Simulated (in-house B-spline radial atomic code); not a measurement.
# I⁶⁺: ionisation energy by several methods

One table from this session's results is given with a row withheld; the runs are named, their logs left out.

The numbers are computed with in-house B-spline radial atomic code version 1 (scalar-relativistic (X2C), several functionals, spin-polarised; spherical all-electron atom at the radial basis limit), except any that are marked as measured or tabulated.

### Starting point

* element: iodine (Z = 53)
* charge: +6
* electrons: 47
* configuration: [Kr] 4d10 5s1
* nucleus: Fermi, rms radius 4.750 fm

Outer shells as boxes (Hund's rule):

[Kr] 4d10 5s1
```
[Kr] core
4d [↑↓][↑↓][↑↓][↑↓][↑↓]
5s [↑ ]
```

Where spins are not typed, each open shell is filled with up spins first.

Set-up of the first run:

Settings of the run:

```ini
Z = 53
electrons = 47.0
configuration = [Kr] 4d10 5s1
hamiltonian = x2c
method = pbesol
spin_polarised = True
nucleus = fermi
rms_radius = 4.75
mass_number = 127
atomic_mass = 126.904472592
speed_of_light = 137.035999084
```

Steps of the session up to this table: PBEsol; r2SCAN0; B3LYP; exchange-only LDA; BP86; TPSS; B97-1.

One table of the session follows, with a row left open; its other results are not shown here.

| method | ΔSCF (eV) |
| --- | --- |
| exchange-only LDA | ? |
| PBEsol | 88.451 |
| BP86 | 88.435 |
| TPSS | 87.930 |
| r2SCAN0 | 87.558 |
| B3LYP | 88.610 |
| B97-1 | 87.807 |

**Question.** Estimate the row for exchange-only LDA.

As computed: ΔSCF (eV): 87.705. In the column «ΔSCF (eV)» it lies between r2SCAN0 (87.558) and B97-1 (87.807).
